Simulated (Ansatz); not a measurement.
# YP: the cost of one run

Computed with Ansatz 0.2.0 (reference: DFT, HSE06, plane waves, PAW, unless a step's input says otherwise).

5 further runs of the same task are left out: 5 that didn't finish.

## 1. The structure to begin with

The structure is cubic, space group Pm-3m (No. 221). The conventional cell has a = 3.476 Å, b = 3.476 Å, c = 3.476 Å, α = 90.00°, β = 90.00°, γ = 90.00°. Y (site symmetry m-3m) has 8 P at 3.01 Å as nearest neighbours. Around P (site symmetry m-3m) lie 8 Y at 3.01 Å.

Structure file:

```cif
data_structure
_symmetry_space_group_name_H-M 'Pm-3m'
_symmetry_Int_Tables_number 221
_cell_length_a 3.4761
_cell_length_b 3.4761
_cell_length_c 3.4761
_cell_angle_alpha 90.000
_cell_angle_beta 90.000
_cell_angle_gamma 90.000
_cell_volume 42.00
loop_
_atom_site_label
_atom_site_type_symbol
_atom_site_symmetry_multiplicity
_atom_site_Wyckoff_symbol
_atom_site_fract_x
_atom_site_fract_y
_atom_site_fract_z
_atom_site_occupancy
Y1 Y 1 a 0.00000 0.00000 0.00000 1
P1 P 1 b 0.50000 0.50000 0.50000 1
```

## 2. Baseline

input.yaml

```yaml
crystal:
  lattice:
    - [3.4760620645, 0.0, 0.0]
    - [0.0, 3.4760620645, 0.0]
    - [0.0, 0.0, 3.4760620645]
  atoms:
    - { symbol: "Y", position: [0.0, 0.0, 0.0] }
    - { symbol: P, position: [0.5, 0.5, 0.5] }
kpoints:
  mp_grid: { grid: [4, 4, 4] }
hamiltonian:
  xc: hse06
scf:
  occupations: { method: fermi_dirac, width: 0.02 }
  n_extra_bands: 4
output:
  forces: true
  stress: true
  eigenvalues: true
```

On the command line:

```bash
$ ansatz run input.yaml --threads 4 --pin off --max-ram 3686MiB --backend cpu --events-out ev --progress --plain --runs-dir out
```

**Question.** How long does this run take on 4 threads of an x86-64 CPU, shared host, and how much memory does it need?

About 44 s, with a peak of 0.64 GiB.
